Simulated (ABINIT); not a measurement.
Write the native input for ABINIT 10.8.3 (patched build) that does the following.

| Quantity | Value |
| --- | --- |
| Task | relaxation of cell and atoms |
| Functional | LDA |
| Potentials or basis | JTH PAW PBE v2.0 |
| Cutoff | 707 eV |
| k mesh | 5 × 5 × 5 |
| Occupations | fermi-dirac, width 0.05 eV |
| Spin | no spin polarisation |
| Cell freedom (optcell) | 2 |
| Cutoff smearing ecutsm (Ha) | 0.5 |
| Optimiser (ionmov) | 22 |
| Force stop (Ha/bohr) | 5e-05 |
| Fine-grid cutoff | 1306.15 eV |

BiTe:

```
Bi Te
1.0
     2.42271    1.39875    3.31729
    -2.42271    1.39875    3.31729
     0.00000   -2.79750    3.31729
Bi Te
1 1
Direct
  0.50000 0.50000 0.50000
  0.00000 0.00000 0.00000
```

The cell comes from a database or a generator and needn't be the stable form of this composition.

These files were run (other wordings do the same):

run.abi

```
# Pseudopotentials
pp_dirpath "./"
pseudos "Bi.GGA_PBE-JTH.xml, Te.GGA_PBE-JTH.xml"

# Structure
acell 3*1.0
rprim
     4.5782541706     2.6432562778     6.2687732694
    -4.5782541706     2.6432562778     6.2687732694
     0.0000000000    -5.2865125556     6.2687732694
ntypat 2
znucl 83 52
natom 2
typat 1 2
xred
     0.5000000000     0.5000000000     0.5000000000
     0.0000000000     0.0000000000     0.0000000000
chkprim 0
chksymtnons 0
tolsym 1.0e-6

# Plane-wave basis
ecut 26.0
pawecutdg 48.0

# k points
kptopt 1
ngkpt 5 5 5
nshiftk 1
shiftk 0.0 0.0 0.0

# Exchange and correlation
ixc 7

# Bands and occupations
nband 15
occopt 3
tsmear 0.05 eV

# SCF cycle
nstep 100
tolvrs 1.0e-9

# Output
iomode 3
prtwf 0
prtden 0
prteig 0
prtebands 0
enunit 1

# Relaxation
ionmov 22
ntime 60
tolmxf 5.0e-5
optcell 2
dilatmx 1.08
ecutsm 0.5
```

Potentials or basis: JTH PAW PBE v2.0.

Run with:

```sh
$ abinit run.abi > log 2>&1
```

It gave:

| Item | Value |
| --- | --- |
| Relaxed volume | 31.09 Å³/atom |
| Relaxed cell | a = 4.186 Å, b = 4.186 Å, c = 4.186 Å, α = 69.54°, β = 69.54°, γ = 69.54° |
| Space group after relaxing (to 0.05 Å) | R-3m (No. 166) |
| Energy gained by relaxing | 29.9 meV/atom |
| Ionic steps | 8 |
| Pressure after relaxing | 0.0 GPa |
| Band gap on the k mesh | none (metal or under the smearing width) |
| Valence electrons inside the program's atomic spheres | Bi 12.14; Te 3.12 |

Caveat: the PAW data sets were made with another functional, which shifts forces and pressure a little; spin-orbit coupling is left out, which moves the levels of the heavy elements.

Wall time 4.8 min on 1 thread of Arm Neoverse V1, on a shared host, peak memory 0.17 GiB.
